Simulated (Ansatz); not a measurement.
# CH6BFO: the cost of one run

Program: Ansatz 0.2.0. Level of theory: RKS PBE0-D4/6-31G*. These are calculated values, not measurements.

### 1 The structure to begin with

Bond lengths: B1–F2 1.670 Å, B1–C3 1.600 Å, C3–H4 1.110 Å, C3–H5 1.110 Å, C3–H6 1.110 Å, B1–H7 1.190 Å, B1–O8 1.710 Å, O8–H9 1.010 Å, F2–H10 1.041 Å, O8–H10 1.132 Å. Angles (14 of 17 angles, heavy atoms first): F2–B1–C3 120.0°, F2–B1–O8 71.6°, C3–B1–O8 96.8°, B1–F2–H10 80.7°, F2–B1–H7 120.0°, C3–B1–H7 120.0°, H7–B1–O8 101.3°, B1–C3–H4 109.5°, B1–C3–H5 109.5°, B1–C3–H6 109.5°, B1–O8–H9 109.5°, B1–O8–H10 76.7°, F2–H10–O8 131.0°, H4–C3–H5 109.4°.

Coordinates:

```xyz
10

B     0.0000    0.0000    0.0000
F     0.0000    0.0000    1.6700
C     1.3856    0.0000   -0.8000
H     1.7152   -1.0462   -0.9702
H     1.2491    0.5080   -1.7774
H     2.1552    0.5381   -0.2082
H    -1.0305    0.0000   -0.5950
O     0.0766    1.6210    0.5392
H     0.4753    1.6492    1.4668
H     0.0485    1.0264    1.5024
```

### 2 A restrained relaxation towards end A

Springs on the bonds that form and break draw the guess towards this end; the thresholds are loose.

input.yaml reads:

```yaml
crystal:
  periodic: [false, false, false]
  atoms:
    - { symbol: B, position_ang: [0.0, 0.0, 0.0] }
    - { symbol: F, position_ang: [0.0, 0.0, 1.67] }
    - { symbol: C, position_ang: [1.3856, 0.0, -0.8] }
    - { symbol: H, position_ang: [1.7152, -1.0462, -0.9702] }
    - { symbol: H, position_ang: [1.2491, 0.508, -1.7774] }
    - { symbol: H, position_ang: [2.1552, 0.5381, -0.2082] }
    - { symbol: H, position_ang: [-1.0305, 0.0, -0.595] }
    - { symbol: O, position_ang: [0.0766, 1.621, 0.5392] }
    - { symbol: H, position_ang: [0.4753, 1.6492, 1.4668] }
    - { symbol: H, position_ang: [0.0485, 1.0264, 1.5024] }
basis:
  gaussian: { orbitals: "6-31G*" }
hamiltonian:
  xc: pbe0
  dispersion: d4
relax:
  f_tol: 0.15
  max_steps: 25
  restrain:
    - { distance: [0, 7], at: 2.61, k: 30.0 }
    - { distance: [9, 1], at: 2.12, k: 30.0 }
    - { distance: [0, 1], at: 1.32, k: 30.0 }
    - { distance: [9, 7], at: 1.01, k: 30.0 }
```

Command:

```bash
$ ansatz run input.yaml --threads 1 --pin off --max-ram 2048MiB --backend cpu --events-out ev --progress --plain --runs-dir out
```

What time and memory should one allow on 1 thread of Arm Neoverse V1, shared host?

About 38 s, with a peak of 0.16 GiB.
